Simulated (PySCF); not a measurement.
# C4H6F2O: the cost of one run

The runs use PySCF 2.14.0, with density-fitted response routines of our own; the level of theory stands in each step. All values are computed, except where a source is named. Atoms are numbered from 0 throughout.

## (1) The starting structure

13 atoms, charge 0, multiplicity 1; geometry from: GFN2-xTB. The atoms were then displaced at random by about 0.01 Å, so the start is not that level's minimum.

Bonds of the start (Å): F0–C1 1.38, C1–F2 1.34, C1–C3 1.50, C3–C4 1.54, C4–C5 1.52, C5–O6 1.44, O6–C3 1.44, C1–H7 1.10, C3–H8 1.09, C4–H9 1.10, C4–H10 1.09, C5–H11 1.10, C5–H12 1.12.

## (2) Geometry optimisation at PBE0-D3(BJ)/def2-SVP

What the job is given:

```
{"job": {"xc": "PBE0", "basis": "def2-SVP", "d3": "d3bj", "grid": 1, "shake": 0.01, "kind": "geom"}, "charge": 0, "multiplicity": 1}
F      1.601060    -1.390100    -0.037480
C      1.468270    -0.208720    -0.730250
F      2.526590     0.541900    -0.381320
C      0.208630     0.540070    -0.407210
C     -0.424650     0.302570     0.979030
C     -1.560910    -0.380490     0.228950
O     -0.936890    -0.076040    -1.030190
H      1.563640    -0.429810    -1.806190
H      0.305030     1.586820    -0.695100
H     -0.705050     1.215250     1.523760
H      0.156330    -0.335580     1.648680
H     -1.623000    -1.463910     0.387770
H     -2.573220     0.081150     0.309220
```

Launch:

```
OMP_NUM_THREADS=1 python probes_run.py task.json out
```

This one command runs all jobs of the session in turn.

Q: Estimate the wall time and peak memory of this first job on 1 thread of Arm Neoverse V2, shared host.

About 52 s, with a peak of 0.51 GiB.
